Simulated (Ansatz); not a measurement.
Li₂BiO₃, space group Cmmm: a convergence test of the k-point mesh, run with Ansatz 0.2.0 through its Python package.

Script `run_kconv.py`:
```python
from dataclasses import dataclass

import ansatz
import numpy as np
import pandas as pd


@dataclass
class Options:
    cutoff_ev: int = 470
    occupations: str = "fermi_dirac"
    smearing_width: float = 0.05
    scf_tol: float = 1e-09


opts = Options()

vectors = np.array([
    [2.19361, -4.87003, 0.0],
    [2.19361, 4.87003, 0.0],
    [0.0, 0.0, 3.42873],
])
cell = (
    ansatz.Lattice.of(vectors)
    .atom("Li", [0.65626, 0.34374, 0.5])
    .atom("Li", [0.34374, 0.65626, 0.5])
    .atom("Bi", [0.0, 0.0, 0.0])
    .atom("O", [0.14783, 0.85217, 0.5])
    .atom("O", [0.85217, 0.14783, 0.5])
    .atom("O", [0.5, 0.5, 0.0])
)

base = (
    cell.calculation()
    .functional(ansatz.Functional.PBESOL)
    .basis(opts.cutoff_ev)
    .occupations(opts.occupations, width=opts.smearing_width)
    .scf(tolerance=opts.scf_tol)
)

rows = []
for value in [0.9, 0.7, 0.55, 0.45, 0.35]:
    data = base.kpoints(spacing=value).run(threads=1).report
    rows.append((value, data["free_energy_ev"] / len(data["lattice"]["sites"]), data["n_iterations"], data["n_kpoints"]))

table = pd.DataFrame(rows, columns=["spacing (1/A)", "F/atom (eV)", "iterations", "k-points"])
print(table.round(5).to_string(index=False))

for row in rows[:-1]:
    shift = 1000 * (row[1] - rows[-1][1])
    print(f"{row[0]}: {shift:+.2f} meV/atom" + ("  (within 2 meV)" if abs(shift) < 2 else ""))
```

How fast does the energy converge with the mesh (threshold 2 meV an atom)?

From a spacing of 0.45 (4×4×5) on it stays within 2 meV an atom of the value at a spacing of 0.35 (5×5×6); the first row (a spacing of 0.9 (2×2×3)) is off by 6.3 meV and the last but one by 0.71 meV. That rests on few rows after larger swings, so the series isn't shown to be converged. This holds for F at a smearing of 0.05 eV; a narrower one needs a denser mesh. It goes up and down, since the sum over k-points isn't variational. The last run costs about 4.0 times the first.

The output:

Running `python run_kconv.py` prints:
```text
 spacing (1/A)  F/atom (eV)  iterations  k-points
          0.90  -2388.68601           8         6
          0.70  -2388.66883           8         8
          0.55  -2388.66987           8        12
          0.45  -2388.67900           8        21
          0.35  -2388.67971           8        36
0.9: -6.30 meV/atom
0.7: +10.88 meV/atom
0.55: +9.84 meV/atom
0.45: +0.71 meV/atom  (within 2 meV)
```

The cell holds an odd number of electrons and is run without spin, so a magnetic state may lie lower. Spin-orbit coupling, which matters for elements this heavy, is left out. This cell is a computed structure, which may not be the phase found in nature. Shifts are counted from the finest mesh, which is itself no proven limit. It ran for 23 s on 1 thread of Arm Neoverse N1, with other jobs on the host, peak memory 0.48 GiB.
